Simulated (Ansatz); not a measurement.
Working through an atomisation energy of BClH3NO, SMILES NB(O)Cl

Program: Ansatz's Python interface.

`bclh3no.xyz`
```text
7

N    -0.51965    0.96496   -0.01903
B     0.05995   -0.29755   -0.08886
O     1.08517   -0.62876    0.71780
Cl   -0.58428   -1.44916   -1.25991
H    -1.28386    1.26160   -0.59742
H    -0.19563    1.66144    0.62757
H     1.43830   -1.51254    0.61984
```

Run as a notebook:

```python
from collections import Counter

import ansatz as az
```

```python
def energy_of(molecule, charge=0, unpaired=0):
    calc = (
        molecule.calculation()
        .basis(gaussian="cc-pVTZ")
        .functional("cam_b3lyp")
    )
    if charge:
        calc = calc.charge(charge)
    if unpaired:
        calc = calc.spin("collinear", total=unpaired)
    report = calc.run(threads=1, backend="cpu").report
    if report["published_state_doubts"]:
        print("  doubts:", report["published_state_doubts"])
    return report["free_energy_ev"]
```

```python
mol = az.Crystal.molecule_from_extxyz("bclh3no.xyz")

unpaired = {"N": 3, "B": 1, "O": 2, "Cl": 1, "H": 1}
counts = Counter(site.symbol for site in mol.cartesian_sites)
atom_energy = {s: energy_of(az.Crystal.molecule().atom(s, (0, 0, 0)), 0, unpaired[s]) for s in counts}
whole = energy_of(mol, 0, 0)
for s, e in atom_energy.items():
    print(f"{s:2s} x{counts[s]}  {e:14.5f} eV")
print(f"BClH3NO: {whole:.5f} eV")
split = sum(counts[s] * e for s, e in atom_energy.items()) - whole
print(f"atomisation energy (no zero-point term): {96.485332 * split:.1f} kJ/mol, {split / sum(counts.values()):.3f} eV an atom")
```

    N  x1     -1485.20778 eV
    B  x1      -670.50322 eV
    O  x1     -2042.72406 eV
    Cl x1    -12521.96884 eV
    H  x3       -13.57340 eV
    BClH3NO: -16789.84563 eV
    atomisation energy (no zero-point term): 2771.2 kJ/mol, 4.103 eV an atom

2771.2 kJ/mol from the electronic energies, without the zero-point term.

What to keep in mind:
- Total energies depend on the basis set; only differences at equal settings carry meaning.
- The geometry is a force-field or estimated start, not a minimum of this method, and the basis set is short of its limit. All parts are taken at fixed geometry, without zero-point energy.
- For Al to Cl the sets with a tight d function, cc-pV(X+d)Z, are usual.
- Hardware and time: 3.7 s on 1 thread of Intel(R) Xeon(R) Processor @ 2.30GHz, on a shared host, peak memory 0.45 GiB.
